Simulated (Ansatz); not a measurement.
What does this script print? It uses Ansatz 0.2.0, Python API.

Script `run_basis.py`:
```python
import ansatz as az

geometry_ang = [
    ("C", [-0.6969, 0.8751, -0.3106]),
    ("Sb", [0.8455, 0.0813, 0.8754]),
    ("O", [0.0904, -1.7889, 0.6228]),
    ("H", [-0.4219, 1.9781, -0.5932]),
    ("H", [-1.6895, 0.8938, 0.2387]),
    ("H", [-0.8664, 0.3371, -1.2499]),
    ("H", [1.9192, -0.0689, -0.5294]),
    ("H", [0.9119, -2.3648, 0.8905]),
]
ch5osb = az.Crystal.molecule()
for symbol, xyz in geometry_ang:
    ch5osb = ch5osb.atom(symbol, xyz)

base = ch5osb.calculation().functional("b3lyp")

energies = {}
for basis in ["def2-SVP", "def2-SVPD", "def2-TZVP", "def2-TZVPP"]:
    rep = base.basis(gaussian=basis).run(threads=1, pin="off").report
    size = rep["n_frozen"] + rep["n_occupied"][0] + rep["n_virtual"][0]
    energies[basis] = (rep["reference_energy_ev"] / 27.211386246, rep["free_energy_ev"] / 27.211386246)
    print(f"{basis:14s} {size:4d} orbitals  reference {energies[basis][0]:14.6f} Ha  total {energies[basis][1]:14.6f} Ha")

last = energies["def2-TZVPP"][1]
for basis, (_, total) in energies.items():
    print(f"{basis:14s} lies {27.211386 * (total - last):9.4f} eV above def2-TZVPP")
```

```console
$ python run_basis.py
def2-SVP         79 orbitals  reference    -356.555550 Ha  total    -356.555550 Ha
def2-SVPD       115 orbitals  reference    -356.575137 Ha  total    -356.575137 Ha
def2-TZVP       142 orbitals  reference    -356.717634 Ha  total    -356.717634 Ha
def2-TZVPP      182 orbitals  reference    -356.720460 Ha  total    -356.720460 Ha
def2-SVP       lies    4.4874 eV above def2-TZVPP
def2-SVPD      lies    3.9544 eV above def2-TZVPP
def2-TZVP      lies    0.0769 eV above def2-TZVPP
def2-TZVPP     lies    0.0000 eV above def2-TZVPP
```

Against def2-SVP: def2-SVPD -19.6 mHa, def2-TZVP -162.1 mHa and def2-TZVPP -164.9 mHa. The last step alone is -2.83 mHa (these two sets differ little on atoms other than hydrogen). From the first set to the last the time grows from 2.4 to 5.0 s.

The drop along the ladder measures the basis error, and is no property of the molecule. The geometry is a force-field or estimated start, not a minimum of this method, and the last set is no limit. Much of the fall in a total is atomic energy, which cancels in bond and reaction energies. def2 sets replace the cores of elements past krypton by effective core potentials. b3lyp holds the VWN-RPA fit, as in Gaussian; the form of ORCA and Turbomole is b3lyp5. Wall time of the script: 15 s on 1 thread of Arm Neoverse V1, on a shared host, peak memory 0.4 GiB.

(Lines on the test bed's own set-up are left out of the output.)
